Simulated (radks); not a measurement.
**The Coulomb parameter U of the 5d shell of Pt⁺**

One table from this session's results is given with a row withheld; the runs are named, their logs left out.

Method: scalar-relativistic Kohn-Sham, PBE, spin-unpolarised, spherical densities, finite nucleus. Code: radks (a radial shooting solver on a logarithmic mesh, Libxc functionals) version 1.

### Starting point

| Item | Value |
| --- | --- |
| element | platinum (Z = 78) |
| charge | +1 |
| electrons | 77 |
| configuration | [Xe] 4f14 5d8 6s1 |
| nuclear rms radius | 5.427 fm |

Outer shells as boxes (Hund's rule):

Pt⁺
```
[Xe] core
4f [↑↓][↑↓][↑↓][↑↓][↑↓][↑↓][↑↓]
5d [↑↓][↑↓][↑↓][↑ ][↑ ]
6s [↑ ]
```

Set-up of the first run:

Input:

```text
Z 78
configuration [Xe] 4f14 5d8 6s1
relativity scalar-relativistic
functional pbe,pbe
spin unpolarised
nucleus finite rms 5.427 fm
c 137.035999084
```

Steps of the session up to this table: Start: [Xe] 4f14 5d8 6s1.

One table of the session follows, with a row left open; its other results are not shown here.

It belongs to the step «Start: [Xe] 4f14 5d8 6s1». From the orbitals of this run (lengths in bohr):

| level | <r> | outermost maximum (interpolated) | 90 % within | nodes |
| --- | --- | --- | --- | --- |
| 4s | 0.4151 | 0.390 | 0.595 | 3 |
| 4p | 0.4419 | 0.410 | 0.641 | 2 |
| 4d | 0.4682 | 0.418 | 0.699 | 1 |
| 5s | 0.9515 | 0.869 | 1.36 | 4 |
| 4f | 0.5160 | 0.385 | 0.833 | 0 |
| 5p | 1.100 | 0.977 | 1.60 | 3 |
| 5d | 1.596 | 1.25 | 2.48 | 2 |
| 6s | ? | ? | ? | ? |

Q: Estimate the row for 6s from the others.

As computed: <r>: 2.635; outermost maximum (interpolated): 2.26; 90 % within: 3.87; nodes: 5. In the column «<r>» it is the highest.
